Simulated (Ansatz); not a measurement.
# AgH6NSi2: small, medium and large basis sets

Aim: see how fast density functionals converge with the basis set for AgH6NSi2.

The runs use Ansatz 0.2.0, Gaussian basis; one geometry, several basis sets.

The runs, in order: PBE0-D4/def2-SVP; ωB97M-V/def2-SVP; PBE0-D4/def2-QZVPP; ωB97M-V/def2-QZVPP; the functionals' def2-TZVPP values are taken from earlier runs.

## (1) The relaxed structure

An earlier PBE0-D4 in a triple-zeta def2 set relaxation fixed the geometry. Ag takes the def2 core potential; no spin-orbit term is included.

SMILES `[SiH3][N]([SiH3])[Ag]`, 10 atoms, charge 0, spin multiplicity 1.

Atoms are counted from 1 here; the program's logs count them from 0.

Bond lengths: Si1–N2 1.704 Å, Si1–H5 1.494 Å, Si1–H6 1.496 Å, Si1–H7 1.493 Å, N2–Si3 1.704 Å, N2–Ag4 2.055 Å, Si3–H8 1.494 Å, Si3–H9 1.493 Å, Si3–H10 1.496 Å. Angles: N2–Si1–H5 111.6°, N2–Si1–H6 113.7°, N2–Si1–H7 110.2°, H5–Si1–H6 105.4°, H5–Si1–H7 108.3°, H6–Si1–H7 107.4°, Si1–N2–Si3 128.8°, Si1–N2–Ag4 115.3°, Si3–N2–Ag4 115.3°, N2–Si3–H8 111.6°, N2–Si3–H9 110.2°, N2–Si3–H10 113.7°, H8–Si3–H9 108.3°, H8–Si3–H10 105.4°, H9–Si3–H10 107.4°.

## (2) PBE0-D4 in def2-SVP

in.yaml reads:

```yaml
crystal:
  periodic: [false, false, false]
  atoms:
    - {symbol: Si, position_ang: [-0.148301, 1.297400, -0.827115]}
    - {symbol: N, position_ang: [-0.462439, -0.219649, -0.116834]}
    - {symbol: Si, position_ang: [0.560346, -1.175950, 0.854770]}
    - {symbol: Ag, position_ang: [-2.417735, -0.843943, -0.211056]}
    - {symbol: H, position_ang: [-0.649068, 1.360070, -2.233585]}
    - {symbol: H, position_ang: [-0.805052, 2.439766, -0.119077]}
    - {symbol: H, position_ang: [1.320338, 1.564955, -0.840861]}
    - {symbol: H, position_ang: [0.490715, -2.618723, 0.472123]}
    - {symbol: H, position_ang: [1.975636, -0.722234, 0.714152]}
    - {symbol: H, position_ang: [0.218759, -1.132893, 2.310486]}
basis:
  gaussian: {orbitals: def2-SVP}
hamiltonian: {xc: pbe0, dispersion: d4}
output: {orbitals: {seedname: orbitals}}
```

After this run come: ωB97M-V in def2-SVP; PBE0-D4 in def2-QZVPP; ωB97M-V in def2-QZVPP.

Q: Predict the results of all the runs planned. Wanted: PBE0-D4: double and triple zeta above quadruple; ωB97M-V: double and triple zeta above quadruple.

As calculated:

```
                                       quantity          value
PBE0-D4: double and triple zeta above quadruple  9.22, 0.73 eV
ωB97M-V: double and triple zeta above quadruple  9.34, 0.67 eV
```

In words: For PBE0-D4 the step from double to triple zeta gains 8.50 eV and the next only 0.73 eV. Total energies overstate the basis error of differences, where much of it tends to cancel.
